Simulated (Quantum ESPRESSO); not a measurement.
## AlSi2Cl in Quantum ESPRESSO: the effect of functional

Crystal: AlSi2Cl.

```
CELL_PARAMETERS angstrom
3.80282 0.00000 0.00000
-1.90141 3.29334 0.00000
0.00000 0.00000 4.98986
ATOMIC_POSITIONS crystal
Al 0.66667 0.33333 0.50000
Si 0.00000 0.00000 0.74682
Si 0.00000 0.00000 0.25318
Cl 0.33333 0.66667 0.00000
```

The cell was built by a generator and needn't be a form met in nature.

Alike in all runs:

* Program: Quantum ESPRESSO 7.5
* Task: phonons
* Cutoff: 612 eV
* Density cutoff: 4898 eV
* k mesh: 4 × 4 × 4, shifted
* Occupations: fermi-dirac, width 0.05 eV
* Spin: no spin polarisation

Each run relaxes the cell or the atoms first.

| functional | potentials or basis | relaxed volume (Å³/atom) | highest phonon frequency (cm⁻¹) |
| --- | --- | --- | --- |
| PBE | GBRV 1.5 PBE | 20.43 | 524 |
| PBEsol | GBRV 1.5 PBEsol | 19.61 | 532 |
| RPBE | GBRV 1.5 PBE | 20.87 | 520 |
| PW91 | GBRV 1.5 PBE | 20.53 | 520 |
| BLYP | GBRV 1.5 PBE | ? | ? |

**Question.** What does the run with functional BLYP give?

**Answer.** Relaxed volume 22.40 Å³/atom; highest phonon frequency 477 cm⁻¹.

Caveats: all runs use coarse meshes; the mesh is thin for the phonons of a metal; some modes are imaginary; the volume moved by over 15 % at a fixed basis, so the end points are rough; the potentials were made for another functional, which shifts forces and pressure (some runs); before the sum rule the acoustic modes lie tens of cm⁻¹ from zero, a sign that the density grid also shifts the optical modes (some runs).
